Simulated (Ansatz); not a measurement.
**SbF₂ radical: up Jacob's ladder to CCSD(T)**

How much do the methods differ for SbF₂ radical? The plan is to run it at one geometry with functionals of several rungs and with coupled cluster. The yardstick is the atomisation energy at the CCSD(T) limit.

Method: functionals in def2-TZVPP, the program's frozen cores in correlated methods; program: Ansatz 0.2.0, Gaussian basis.

The runs, in order: LDA (SPW92), PBE-D4, revPBE-D4, BLYP-D4, r2SCAN-D4, B97M-V, PBE0-D4, B3LYP-D4, r2SCANh-D4, r2SCAN0-D4, HSE06-D4, BHLYP-D4, CAM-B3LYP-D4, LC-ωPBE, ωB97X-V, ωB97M-V, B2PLYP, PBE-QIDH; CCSD(T)/def2-SVP; CCSD(T)/def2-TZVPP; CCSD(T)/def2-QZVPP; extrapolation to the limit; RPA on PBE.

### Step 1. The relaxed structure

The geometry comes from an earlier relaxation with PBE0-D4 in a triple-zeta def2 set; it is a stationary point. Sb takes the def2 core potential; no spin-orbit term is included.

SMILES `[F][Sb][F]`, 3 atoms, charge 0, spin multiplicity 2.

Atoms are counted from 1 here; the program's logs count them from 0.

Bond lengths: F1–Sb2 1.904 Å, Sb2–F3 1.904 Å. Angles: F1–Sb2–F3 94.9°.

### Step 2. LDA

This LDA is Slater exchange with PW92 correlation.

in.yaml

```yaml
crystal:
  periodic: [false, false, false]
  atoms:
    - {symbol: F, position_ang: [-0.894014, 1.082283, -0.380204]}
    - {symbol: Sb, position_ang: [-0.371237, -0.745848, -0.281349]}
    - {symbol: F, position_ang: [1.254251, -0.401236, 0.648254]}
basis:
  gaussian: {orbitals: def2-TZVPP}
magnetization: {spin_polarized: true, initial_magnetization: 1}
hamiltonian: {xc: lda}
output: {orbitals: {seedname: orbitals}}
```

Command:

```sh
ansatz run in.yaml --threads 2 --pin off --events-out ev --progress --plain --max-ram 32768MiB --backend cpu
```

The runs that follow: PBE-D4 (GGA); revPBE-D4 (GGA); BLYP-D4 (GGA); r2SCAN-D4 (meta-GGA); B97M-V (meta-GGA); PBE0-D4 (hybrid); B3LYP-D4 (hybrid); r2SCANh-D4 (hybrid); r2SCAN0-D4 (hybrid); HSE06-D4 (hybrid); BHLYP-D4 (hybrid); CAM-B3LYP-D4 (range-separated); LC-ωPBE (range-separated); ωB97X-V (range-separated); ωB97M-V (range-separated); B2PLYP (double hybrid); PBE-QIDH (double hybrid); CCSD(T) in def2-SVP; CCSD(T) in def2-TZVPP; CCSD(T) in def2-QZVPP; RPA on PBE orbitals.

Q: Predict the results of all the runs planned. Wanted: atomisation energy, CCSD(T)/CBS; farthest beyond LDA; mean size of error, GGA; mean size of error, meta-GGA; mean size of error, hybrid; mean size of error, range-separated; mean size of error, double hybrid; gap, smallest and largest; T1 diagnostic.

As calculated:

| quantity | value |
| --- | --- |
| atomisation energy, CCSD(T)/CBS | 855.9 kJ/mol |
| functionals within 8.6 kJ/mol (1.0 %) | revPBE-D4, r2SCAN-D4, B3LYP-D4 |
| farthest beyond LDA | BHLYP-D4 (-84.4 kJ/mol) |
| mean size of error, GGA | 33.7 kJ/mol |
| mean size of error, meta-GGA | 11.9 kJ/mol |
| mean size of error, hybrid | 39.4 kJ/mol |
| mean size of error, range-separated | 10.7 kJ/mol |
| mean size of error, double hybrid | 35.6 kJ/mol |
| gap, smallest and largest | 0.90 eV (LDA (SPW92)), 8.16 eV (LC-ωPBE) |
| T1 diagnostic | 0.0170 |
| triples share of the correlation energy | 2.9 % |

The LDA atomisation energy is off by 211.5 kJ/mol (25 %): it overbinds. PBE-D4 misses by +50.0 kJ/mol. Double hybrids carry the basis error of their MP2 part in triple zeta, and no dispersion term here, so their miss is partly the set-up's. By mean error the best rung here is range-separated (10.7 kJ/mol) and the worst beyond LDA is hybrid (39.4 kJ/mol). The gap between the best rungs is small, so their order is not settled. The mean of the hybrids holds BHLYP, with half exact exchange. RPA and LDA stand outside this count. Misses under about 8.6 kJ/mol are within the doubt on the reference itself, which lacks core-valence correlation, spin-orbit coupling and higher excitations, and its outer-core shells are covered unevenly. All levels share the lack of spin-orbit coupling, which lowers the free heavy atoms and so the true binding. Hartree-Fock recovers 55 % of the binding; the rest is correlation. CCSD(T) in def2-SVP is off by -165.8 kJ/mol, worse than the median functional, from the basis alone. The gap grows from 0.9 to 8.2 eV across the functionals, mostly with the share of exact exchange. Correlated methods include outer-core shells of Sb, which these sets cover unevenly.
